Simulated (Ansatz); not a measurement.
# C2H4SSi: how energies converge with the basis set

One table from this session's results is given with a row withheld; the runs are named, their logs left out.

Computed with Ansatz 0.2.0, Gaussian basis. Level: one geometry, several basis sets.

Levels to be run: PBE0-D4/def2-SVP; ωB97M-V/def2-SVP; PBE0-D4/def2-QZVPP; ωB97M-V/def2-QZVPP; the functionals' def2-TZVPP values are taken from earlier runs.

### Structure used throughout

All runs share one geometry, relaxed beforehand with PBE0-D4 in a triple-zeta def2 set.

8 atoms, charge 0, spin multiplicity 1.

Atoms are counted from 1 here; the program's logs count them from 0.

Bond lengths: Si1–C2 1.833 Å, Si1–H5 1.484 Å, Si1–H6 1.483 Å, Si1–H7 1.483 Å, C2–C3 1.281 Å, C2–S4 1.900 Å, C3–S4 1.787 Å, C3–H8 1.077 Å. Angles: C2–Si1–H5 108.7°, C2–Si1–H6 108.5°, C2–Si1–H7 108.5°, H5–Si1–H6 110.6°, H5–Si1–H7 110.6°, H6–Si1–H7 109.7°, Si1–C2–C3 159.5°, Si1–C2–S4 135.6°, C3–C2–S4 65.0°, C2–C3–S4 74.5°, C2–C3–H8 147.9°, S4–C3–H8 137.6°, C2–S4–C3 40.5°.

Set-up of the first run:

Input file in.yaml:

```yaml
crystal:
  periodic: [false, false, false]
  atoms:
    - {symbol: Si, position_ang: [0.040621, 1.231386, -0.370621]}
    - {symbol: C, position_ang: [0.053478, -0.513184, 0.190672]}
    - {symbol: C, position_ang: [-0.276919, -1.747834, 0.278698]}
    - {symbol: S, position_ang: [1.067654, -1.530706, 1.434819]}
    - {symbol: H, position_ang: [-1.023836, 1.396112, -1.391630]}
    - {symbol: H, position_ang: [-0.220306, 2.102029, 0.801190]}
    - {symbol: H, position_ang: [1.369682, 1.551798, -0.945235]}
    - {symbol: H, position_ang: [-0.918274, -2.546701, -0.053692]}
basis:
  gaussian: {orbitals: def2-SVP}
hamiltonian: {xc: pbe0, dispersion: d4}
output: {orbitals: {seedname: orbitals}}
```

On the command line:

```sh
$ ansatz run in.yaml --threads 2 --pin off --events-out ev --progress --plain --max-ram 4352MiB
```

Steps of the session up to this table: PBE0-D4 in def2-SVP; ωB97M-V in def2-SVP; PBE0-D4 in def2-QZVPP; ωB97M-V in def2-QZVPP.

One of the session's tables, all rows but one given; the rest of the session is left out.

It belongs to the step «Functionals by basis». 

| functional | basis | HOMO (eV) |
| --- | --- | --- |
| PBE0-D4 | def2-SVP | -5.53 |
| PBE0-D4 | def2-TZVPP | -5.66 |
| PBE0-D4 | def2-QZVPP | ? |
| ωB97M-V | def2-SVP | -7.68 |
| ωB97M-V | def2-TZVPP | -7.83 |
| ωB97M-V | def2-QZVPP | -7.88 |

Q: Estimate the row for PBE0-D4, def2-QZVPP from the others.

The run gave: HOMO (eV): -5.71. In the column «HOMO (eV)» it lies between ωB97M-V, def2-SVP (-7.68) and PBE0-D4, def2-TZVPP (-5.66).
